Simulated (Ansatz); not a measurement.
## CH₆ClSbSi, SMILES C[SiH](Cl)[SbH2]: harmonic frequencies at the relaxed geometry, step by step

Program: the Ansatz DFT code, driven from Python.

Run as a notebook:

**Cell 1**
```python
import itertools

import ansatz
from ase import Atoms
from ase.data import atomic_numbers, covalent_radii
import numpy as np
```

**Cell 2**
```python
params = {
    "basis_set": "def2-SVP",
    "xc": "r2SCAN",
    "dispersion": "d4",
}
```

**Cell 3**
```python
atoms = Atoms(["C", "Si", "Cl", "Sb", "H", "H", "H", "H", "H", "H"], positions=[
    (-0.834, -0.2017, -0.9588),
    (0.1332, -0.8525, 0.4295),
    (1.4884, -2.2237, -0.3413),
    (1.4358, 1.0429, 1.5672),
    (-1.4216, -0.989, -1.4952),
    (-1.6138, 0.5897, -0.5694),
    (-0.1879, 0.3525, -1.693),
    (-0.7083, -1.5024, 1.3892),
    (-0.0882, 2.0418, 1.6299),
    (1.8794, 1.6913, 0.045),
])
geometry = ansatz.Crystal.molecule_from_ase(atoms)
```

**Cell 4**
```python
job = (
    geometry.calculation()
    .basis(gaussian=params["basis_set"])
    .functional(params["xc"], dispersion=params["dispersion"])
)
symbols = [site.symbol for site in geometry.cartesian_sites]
start = np.array([site.position_ang for site in geometry.cartesian_sites], dtype=float)
def progress(event):
    if event["event"] == "relax_step":
        row = event["data"]
        print(f"step {row['step']:3d}  E = {row['lagrangian_ev']:.6f} eV  largest force component {row['allowed_force_max_ev_ang']:.4f} eV/A")
```

**Cell 5**
```python
r = job.relax(force_tolerance=0.003).session().plan().execute(on_event=progress).report
end = np.array(r["positions_ang"])
```
Output:
```text
step   1  E = -28067.199934 eV  largest force component 1.9745 eV/A
step   2  E = -28067.330053 eV  largest force component 1.3304 eV/A
step   3  E = -28067.439231 eV  largest force component 0.3718 eV/A
step   4  E = -28067.451543 eV  largest force component 0.1194 eV/A
step   5  E = -28067.437234 eV  largest force component 0.3111 eV/A
step   6  E = -28067.454007 eV  largest force component 0.0217 eV/A
step   7  E = -28067.454227 eV  largest force component 0.0181 eV/A
step   8  E = -28067.454448 eV  largest force component 0.0126 eV/A
step   9  E = -28067.454491 eV  largest force component 0.0052 eV/A
step  10  E = -28067.454500 eV  largest force component 0.0070 eV/A
step  11  E = -28067.454506 eV  largest force component 0.0038 eV/A
step  12  E = -28067.454512 eV  largest force component 0.0013 eV/A
step  13  E = -28067.454515 eV  largest force component 0.0025 eV/A
```

**Cell 6**
```python
# pairs closer than 1.2 times the sum of covalent radii, before or after
radius = [covalent_radii[atomic_numbers[s]] for s in symbols]
span = lambda where, i, j: np.linalg.norm(where[i] - where[j])
bonded = [(i, j) for i, j in itertools.combinations(range(len(symbols)), 2) if min(span(start, i, j), span(end, i, j)) < 1.2 * (radius[i] + radius[j])]
print("pair        before    after (A)")
for i, j in bonded:
    print(f"{symbols[i]}{i}-{symbols[j]}{j}".ljust(10), f"{span(start, i, j):8.4f} {span(end, i, j):8.4f}")

# same settings at the minimum
minimum = ansatz.Crystal.molecule()
for symbol, place in zip(symbols, end):
    minimum = minimum.atom(symbol, place.tolist())
vibrating = (
    minimum.calculation()
    .basis(gaussian=params["basis_set"])
    .functional(params["xc"], dispersion=params["dispersion"])
    .phonons(temperatures=(200, 600, 100))
)
vib = vibrating.run(threads=1, pin="off").report["vibrations"]
sums = vib["harmonic_sums"]
modes = [m["omega_inv_cm"] for m in sums["modes_at_gamma"] if m["rigid_motion"] == "no"]
for number, w in enumerate(modes, start=1):
    print(f"mode {number:2d} {w:9.1f} 1/cm {w / 8065.544 * 1000:8.2f} meV")
print("imaginary modes:", sum(w < 0 for w in modes), " zero-point energy:", round(sums["zero_point_energy_ev"], 4), "eV")
print("T (K)   F_vib (eV)   S_vib (meV/K)   C_vib (meV/K)")
for row in zip(sums["temperatures_k"], sums["vibrational_free_energy_ev"], vib["entropy_ev_per_k"], vib["heat_capacity_ev_per_k"]):
    print(f"{row[0]:6.1f} {row[1]:11.4f} {1000 * row[2]:13.4f} {1000 * row[3]:15.4f}")

# all hydrogen replaced by deuterium
heavier = vibrating.phonons(masses={"H": 2.014102}).run(threads=1, pin="off").report["vibrations"]["harmonic_sums"]
print("deuterated (1/cm):", " ".join(f"{m['omega_inv_cm']:.0f}" for m in heavier["modes_at_gamma"] if m["rigid_motion"] == "no"))
print("zero-point energy falls by", round(sums["zero_point_energy_ev"] - heavier["zero_point_energy_ev"], 4), "eV")
```
Output:
```text
pair        before    after (A)
C0-Si1       1.8128   1.8709
C0-H4        1.1193   1.1022
C0-H5        1.1773   1.1020
C0-H6        1.1241   1.1008
Si1-Cl2      2.0763   2.0925
Si1-Sb3      2.5659   2.5878
Si1-H7       1.4323   1.4940
Sb3-H8       1.8233   1.7218
Sb3-H9       1.7130   1.7190
mode  1      79.8 1/cm     9.90 meV
mode  2     105.2 1/cm    13.04 meV
mode  3     143.6 1/cm    17.80 meV
mode  4     173.8 1/cm    21.55 meV
mode  5     199.4 1/cm    24.72 meV
mode  6     299.9 1/cm    37.18 meV
mode  7     498.7 1/cm    61.83 meV
mode  8     510.8 1/cm    63.33 meV
mode  9     537.2 1/cm    66.60 meV
mode 10     660.9 1/cm    81.94 meV
mode 11     722.9 1/cm    89.63 meV
mode 12     738.3 1/cm    91.54 meV
mode 13     820.4 1/cm   101.71 meV
mode 14     833.4 1/cm   103.33 meV
mode 15     891.1 1/cm   110.48 meV
mode 16    1250.2 1/cm   155.01 meV
mode 17    1419.0 1/cm   175.93 meV
mode 18    1424.5 1/cm   176.61 meV
mode 19    1925.9 1/cm   238.78 meV
mode 20    1939.4 1/cm   240.45 meV
mode 21    2209.7 1/cm   273.96 meV
mode 22    3034.7 1/cm   376.26 meV
mode 23    3143.3 1/cm   389.72 meV
mode 24    3153.7 1/cm   391.01 meV
imaginary modes: 0  zero-point energy: 1.6562 eV
T (K)   F_vib (eV)   S_vib (meV/K)   C_vib (meV/K)
 200.0      1.6090        0.5488          0.6101
 300.0      1.5392        0.8426          0.8468
 400.0      1.4413        1.1128          1.0328
 500.0      1.3175        1.3596          1.1790
 600.0      1.1701        1.5854          1.2974
deuterated (1/cm): 61 97 123 129 179 279 359 390 486 507 534 591 652 656 692 992 1024 1028 1368 1378 1590 2179 2328 2336
zero-point energy falls by 0.4191 eV
```

Caveats:
- Total energies depend on the basis set; only differences at equal settings carry meaning.
- The frequencies are harmonic and unscaled, in a modest basis. The result belongs to the one conformer reached from this start, and soft torsions count as harmonic oscillators.
- def2 sets replace the cores of elements past krypton by effective core potentials.
- It ran for 7.1 min on 1 thread of Intel(R) Xeon(R) Platinum 8488C (Sapphire Rapids) (shared host), peak memory 0.25 GiB.

(Lines on the test bed's own set-up are left out of the output.)
